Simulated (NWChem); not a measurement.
**AlClF2 (SMILES [F][Al]([F])[Cl]) at 6 levels**

Wanted: a comparison of 6 runs (HF/3-21G, B3LYP/6-31G*, B3LYP/def2-SVPD, M06-2X/def2-SVPD, PBE0/def2-SVPD) of AlClF2. 

The calculation is run with NWChem 7.3.0.

39 further runs of the same task are left out: 39 set aside as unsound or not needed.

### Step 1. The structure to begin with

AlClF2: 4 atoms, total charge 0, spin state singlet. As SMILES, `[F][Al]([F])[Cl]`. One bond was lengthened or shortened from a relaxed shape.

Bond lengths: F1–Al2 1.875 Å, Al2–F3 1.631 Å, Al2–Cl4 2.061 Å. Angles: F1–Al2–F3 119.0°, F1–Al2–Cl4 120.5°, F3–Al2–Cl4 120.5°.

### Step 2. The energy at HF/3-21G (run 1)

calc.xyz reads:

```xyz
4
AlClF2 hf
F      1.136386     0.837635     1.314049
Al     0.069280    -0.050750     0.053570
F      0.273490    -1.653820    -0.164660
Cl    -1.339980     0.982810    -1.038560
```

run.py reads:

```python
from ase.io import read
from ase.calculators.nwchem import NWChem

molecule = read('calc.xyz')

calc = NWChem(
    label='calc',
    theory='scf',
    memory='2200 mb',
    basis='3-21G',
    basispar='spherical bse',
    scf={'nopen': '0', 'rhf': None, 'thresh': '1e-08', 'maxiter': '80'},
    task='energy',
)
molecule.calc = calc

print(f"energy = {molecule.get_potential_energy():.6f} eV")
print("dipole (e A):", molecule.get_dipole_moment().round(4))
```

The run is started by

```console
$ export ASE_NWCHEM_COMMAND="nwchem PREFIX.nwi > PREFIX.nwo"
$ python run.py
```

Log:

```text
energy = -24378.305045 eV
dipole (e A): [-0.0227 -0.1091 -0.0505]
```

The calculator wrote calc.nwi:

```
title "calc"

permanent_dir calc

scratch_dir calc

start calc

geometry units angstrom nocenter noautosym noautoz
  F  1.1363859999999999e+00 8.3763500000000002e-01 1.3140490000000000e+00
  Al 6.9279999999999994e-02 -5.0750000000000003e-02 5.3570000000000000e-02
  F  2.7349000000000001e-01 -1.6538200000000001e+00 -1.6466000000000000e-01
  Cl -1.3399799999999999e+00 9.8280999999999996e-01 -1.0385599999999999e+00
end

memory 2200 mb

basis spherical bse noprint
   * library 3-21G
end

scf
  nopen 0
  rhf
  thresh 1e-08
  maxiter 80
end

task scf energy
```

calc.nwo, shortened:

```text
[...]
      One-electron energy =  -1626.336138572349
[... 1 line left out ...]
 Nuclear repulsion energy =    190.796864555873
[... 42 lines left out ...]
                       ROHF Final Molecular Orbital Analysis
[... 168 lines left out ...]
 center of mass
[...]
```

Wall time 5.4 s (1 thread of Intel Xeon at 2.50GHz (Skylake/Cascade Lake), shared host); peak memory 0.098 GiB.

### Step 3. The energy at B3LYP/6-31G(d) (spherical functions) (run 2)

struct.xyz reads:

```xyz
4

F      1.136386     0.837635     1.314049
Al     0.069280    -0.050750     0.053570
F      0.273490    -1.653820    -0.164660
Cl    -1.339980     0.982810    -1.038560
```

struct.nw reads:

```
start struct
memory total 2200 mb
geometry noautosym nocenter noautoz
  load struct.xyz
end
basis spherical bse
  * library 6-31G*
end
dft
  xc b3lyp
  grid xfine
  convergence energy 1e-08
  iterations 100
  mulliken
  print low
end
task dft
```

The run is started by

```console
$ nwchem struct.nw > struct.out
```

Log:

```text
[...]
 d= 0,ls=0.0,diis     1   -902.3824116028 -1.09D+03  2.61D-02  9.76D-01     4.3
[...]
 d= 0,ls=0.0,diis    10   -902.4956555358 -6.19D-09  5.75D-07  1.64D-09    32.3
         Total DFT energy =     -902.495655535837
      One electron energy =    -1632.203416366475
           Coulomb energy =      606.936056857241
    Exchange-Corr. energy =      -68.025160582476
 Nuclear repulsion energy =      190.796864555873
[...]
      Total Density - Mulliken Population Analysis
     ---------------------------------------------
    Atom       Charge   Shell Charges
 -----------   ------   -------------------------------------------------------
    1 F    9     9.44   2.00  0.93  3.27  1.04  2.20  0.01
    2 Al  13    11.94   2.00  2.00  5.97  0.63  0.90 -0.01  0.16  0.31
    3 F    9     9.43   2.00  0.92  3.31  1.05  2.15  0.01
    4 Cl  17    17.19   2.00  2.00  5.97  1.41  3.64  0.51  1.64  0.01
[...]
```

It took 33 s on 1 thread of Intel Xeon at 2.50GHz (Skylake/Cascade Lake), shared host; peak memory 0.12 GiB.

Runs 3 to 5 aren't shown in full; the table further down has their settings and results.

### Step 4. The energy at PBE0/def2-SVPD (run 6)

mymol.xyz reads:

```xyz
4
AlClF2
F      1.136386     0.837635     1.314049
Al     0.069280    -0.050750     0.053570
F      0.273490    -1.653820    -0.164660
Cl    -1.339980     0.982810    -1.038560
```

mymol.nw reads:

```
start mymol
title "AlClF2"
memory total 2200 mb
geometry units angstrom noautosym nocenter noautoz
 load format xyz mymol.xyz
end
basis spherical bse
 * library def2-SVPD
end
dft
 xc pbe0
 grid fine
 convergence energy 1e-08
 iterations 100
 mulliken
end
task dft energy
```

The run is started by

```console
$ nwchem mymol.nw > mymol.out
```

Log:

```text
[...]
          Wavefunction type:  closed shell.
          No. of atoms     :     4
          No. of electrons :    48
[...]
          Charge           :     0
          Spin multiplicity:     1
[...]
          AO basis - number of functions:    97
[...]
              XC Information
              --------------
                         PBE0 Method XC Functional
                     Hartree-Fock (Exact) Exchange  0.250
          PerdewBurkeErnzerhof Exchange Functional  0.750
            Perdew 1991 LDA Correlation Functional  1.000 local
           PerdewBurkeErnz. Correlation Functional  1.000 non-local
[...]
 d= 0,ls=0.0,diis     1   -901.5913066483 -1.09D+03  1.67D-02  9.98D-01     4.3
[...]
 d= 0,ls=0.0,diis     8   -901.7056501104  5.89D-09  6.82D-06  7.91D-07    27.8
         Total DFT energy =     -901.705650110421
      One electron energy =    -1630.831220116244
           Coulomb energy =      605.741650721328
    Exchange-Corr. energy =      -67.412945271377
 Nuclear repulsion energy =      190.796864555873
[...]
      Total Density - Mulliken Population Analysis
     ---------------------------------------------
    Atom       Charge   Shell Charges
 -----------   ------   -------------------------------------------------------
    1 F    9     9.66   1.99  1.13  0.81  0.04  3.29  2.09  0.28  0.00  0.02
    2 Al  13    11.20   2.00  1.98  0.54 -0.19  0.04  5.92  0.66 -0.03  0.32 -0.05
    3 F    9     9.61   1.99  1.13  0.81  0.02  3.34  2.07  0.23  0.00  0.02
    4 Cl  17    17.53   2.00  1.98  1.27  0.67  0.06  5.93  2.15  3.16  0.26  0.01  0.03
[...]
```

It took 29 s on 1 thread of Intel Xeon at 2.50GHz (Skylake/Cascade Lake), shared host; peak memory 0.11 GiB.

### Step 5. All runs side by side

| run | level | iteration cap | module | energy (Eh) | dipole moment (D) | HOMO energy (eV) | LUMO energy (eV) | wall time |
| --- | --- | --- | --- | --- | --- | --- | --- | --- |
| 1 | HF/3-21G | 80 | scf | -895.886193 | 0.59 | -13.69 | 1.33 | 5.4 s |
| 2 | B3LYP/6-31G* (spherical functions) | 100 | dft | -902.495656 | – | – | – | 33 s |
| 3 | B3LYP/6-31G* (Cartesian functions) | 100 | dft | -902.503398 | 0.92 | -9.65 | -2.10 | 37 s |
| 4 | B3LYP/def2-SVPD | 100 | dft | -902.197357 | 1.42 | -10.01 | -2.46 | 35 s |
| 5 | M06-2X/def2-SVPD | 100 | dft | -902.068519 | 1.39 | – | – | 42 s |
| 6 | PBE0/def2-SVPD | 100 | dft | -901.705650 | 1.41 | -10.32 | -2.14 | 29 s |

### Step 6. What came out

```
            quantity          value
 run 6: total energy  -901.70565 Eh
run 6: dipole moment         1.41 D
  run 6: HOMO energy      -10.32 eV
  run 6: LUMO energy       -2.14 eV
run 6: HOMO–LUMO gap        8.18 eV
```

What this shows: Over runs 1, 3, 4, 5, 6 the dipole moment (its size) runs from 0.59 D (HF/3-21G) to 1.42 D (B3LYP/def2-SVPD). The two ends differ in method and basis. Over runs 1, 3, 4, 6 the HOMO–LUMO gap runs from 7.55 eV (B3LYP/6-31G*) to 15.02 eV (HF/3-21G). Totals of different functionals can't be ranked against each other. All runs together took 3 min, the longest 42 s.
